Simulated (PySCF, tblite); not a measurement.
**C4H9BBrCl: geometry, infrared bands and NMR shifts**

Aim: predict the infrared bands and NMR shifts of C4H9BBrCl (`CC(C)(BBr)CCl`).

The runs use tblite 0.8.0 and PySCF 2.14.0, with density-fitted response routines of our own; the level of theory stands in each step. All values are computed, except where a source is named. Atoms are numbered from 0 throughout.

## (1) The starting structure

16 atoms, charge 0, multiplicity 1; geometry from: force field or distance geometry start.

Bonds of the start (Å): C0–C1 1.50, C1–C2 1.52, C1–B3 1.57, B3–Br4 2.03, C1–C5 1.51, C5–Cl6 1.77, C0–H7 1.13, C0–H8 1.11, C0–H9 1.09, C2–H10 1.10, C2–H11 1.11, C2–H12 1.12, B3–H13 1.18, C5–H14 1.12, C5–H15 1.09.

## (2) Relaxing the molecule with GFN2-xTB

Job settings and geometry (Å):

```
{"job": {"kind": "relax", "xc": "GFN2-xTB", "basis": "xTB"}, "charge": 0, "multiplicity": 1}
C      0.665200     1.304500    -0.495500
C     -0.038400     0.079200     0.002000
C     -0.596400    -0.644400    -1.214300
B     -1.185700     0.457900     1.010900
Br    -1.434300    -0.593600     2.725600
C      0.894700    -0.915900     0.651800
Cl     1.767900    -0.262100     2.049600
H     -0.163900     2.019300    -0.792100
H      1.182000     1.834600     0.336200
H      1.321800     1.118500    -1.348700
H     -0.271100    -1.691000    -1.196600
H     -0.179800    -0.154400    -2.120400
H     -1.707600    -0.518400    -1.145800
H     -2.071700     1.085300     0.556700
H      0.268000    -1.744700     1.073900
H      1.541700    -1.365700    -0.104700
```

Started as:

```console
$ OMP_NUM_THREADS=1 python probes_run.py task.json out
```

The driver reads the jobs from task.json and runs them one after another.

**Question.** This job is followed by: GFN2-xTB harmonic vibrations, gas phase; GIAO PBE0/pcSseg-1 NMR shielding, non-relativistic, gas phase. Predict these results of the whole session: strongest single infrared mode (GFN2-xTB); zero-point energy (GFN2-xTB); ¹³C shifts against TMS (PBE0/pcSseg-1, means over atoms taken as alike); ¹H shifts against TMS (PBE0/pcSseg-1, means over atoms taken as alike); ¹¹B shifts against BF3·OEt2 (PBE0/pcSseg-1); ⁷⁹Br shifts against HBr (PBE0/pcSseg-1); ³⁵Cl shifts against HCl (PBE0/pcSseg-1).

The runs gave:

```
                                                               quantity                 value
                              strongest single infrared mode (GFN2-xTB)  669 cm⁻¹, 128 km/mol
                                           zero-point energy (GFN2-xTB)         77.8 kcal/mol
¹³C shifts against TMS (PBE0/pcSseg-1, means over atoms taken as alike)  62.6, 39.9, 26.4 ppm
 ¹H shifts against TMS (PBE0/pcSseg-1, means over atoms taken as alike)  7.73, 3.69, 1.27 ppm
                            ¹¹B shifts against BF3·OEt2 (PBE0/pcSseg-1)              85.2 ppm
                                ⁷⁹Br shifts against HBr (PBE0/pcSseg-1)               527 ppm
                                ³⁵Cl shifts against HCl (PBE0/pcSseg-1)                88 ppm
```

**Reading.** The optimisation took 115 steps and gained 0.923 eV; among the close pairs (by a distance rule), B3–Br4 changed most, from 2.027 to 1.856 Å. All 42 modes are real, so the xTB geometry is a minimum. The strongest single mode, at 669 cm⁻¹, moves mainly H13 and B3. GFN2-xTB is a fitted tight-binding method: band positions and strengths are rough. Its intensities can rank the bands wrongly. C5 (sp3 CH2 bonded to Cl) lies farthest downfield among carbon, at 62.6 ppm; pulled downfield by the heteroatom. At PBE0/pcSseg-1: The widest tensor belongs to Br4: span 1557 ppm, with a paramagnetic part of -1030 ppm. Spin-orbit coupling is left out, which matters for shieldings and couplings at and beside the heavy atoms.
